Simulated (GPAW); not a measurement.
HfGe in GPAW: convergence with k mesh

Input of the first run (k mesh 2 × 2 × 2); the others differ in this setting and in those tied to it:

File run.py:

```python
from ase import Atoms
from ase.dft.bandgap import bandgap
from ase.io import write
from ase.units import GPa
from gpaw import GPAW, PW

atoms = Atoms(['Hf', 'Ge'],
              cell=[[3.50083787, 0.0, 0.0],
                    [0.0, 3.50083787, 0.0],
                    [0.0, 0.0, 3.50083787]],
              scaled_positions=[[0.0, 0.0, 0.0],
                                [0.5, 0.5, 0.5]],
              pbc=True)

calc = GPAW(mode=PW(600),
            xc='PBE',
            kpts={'size': (2, 2, 2), 'gamma': True},
            occupations={'name': 'fermi-dirac', 'width': 0.05},
            nbands=18,
            convergence={'density': 1e-05, 'energy': 1e-05},
            maxiter=100,
            txt='gpaw.txt')
atoms.calc = calc
energy = atoms.get_potential_energy()
forces = atoms.get_forces()
stress = atoms.get_stress()
calc.write('gs.gpw')
write('result.traj', atoms)
print(f'Energy: {energy:.6f} eV')
print('Forces (eV/A):')
print(forces.round(4))
print('Stress (GPa):', (stress / GPa).round(3))
print('Fermi level:', round(calc.get_fermi_level(), 4), 'eV')
print(f'Gap: {bandgap(calc)[0]:.4f} eV, direct: {bandgap(calc, direct=True)[0]:.4f} eV')
```

Potentials or basis: GPAW PAW data sets (gpaw-data 1.2.1), pw.

Run with:

```sh
$ OMP_NUM_THREADS=1 python run.py
```

The cell was built by a generator and needn't be a form met in nature.

Hardware: 1 thread of Arm Neoverse V1 (shared host).

Question: The values tried are 2 × 2 × 2, 3 × 3 × 3, 4 × 4 × 4, 5 × 5 × 5, 6 × 6 × 6, 7 × 7 × 7, 8 × 8 × 8, 10 × 10 × 10, loosest first. From which on does the pressure stay within 0.1 GPa of the tightest run that finished?

Answer: From 8 × 8 × 8 on.

| k mesh | energy less the tightest run, at zero smearing (meV/atom) | pressure (GPa) | SCF cycles | CPU time (s) | peak memory (GiB) |
| --- | --- | --- | --- | --- | --- |
| 2 × 2 × 2 | -365.07 | -16.67 | 9 | 3.5 | 0.13 |
| 3 × 3 × 3 | -52.10 | -11.99 | 9 | 3.5 | 0.13 |
| 4 × 4 × 4 | 6.13 | -10.26 | 9 | 5.3 | 0.14 |
| 5 × 5 × 5 | -9.30 | -11.51 | 9 | 5.2 | 0.14 |
| 6 × 6 × 6 | -5.68 | -11.88 | 9 | 8.3 | 0.14 |
| 7 × 7 × 7 | -12.49 | -11.65 | 9 | 8.1 | 0.14 |
| 8 × 8 × 8 | -5.25 | -11.34 | 10 | 13 | 0.15 |
| 10 × 10 × 10 | 0.00 | -11.41 | 9 | 19 | 0.17 |

Not settled before the last step: the energy (to 1 meV/atom). Meshes of other sizes hit other points, so gaps and Fermi surfaces needn't settle smoothly. The tightest run that finished is the yardstick and may itself not be fully converged.

Spin-orbit coupling is left out, which matters for the levels of Hf.
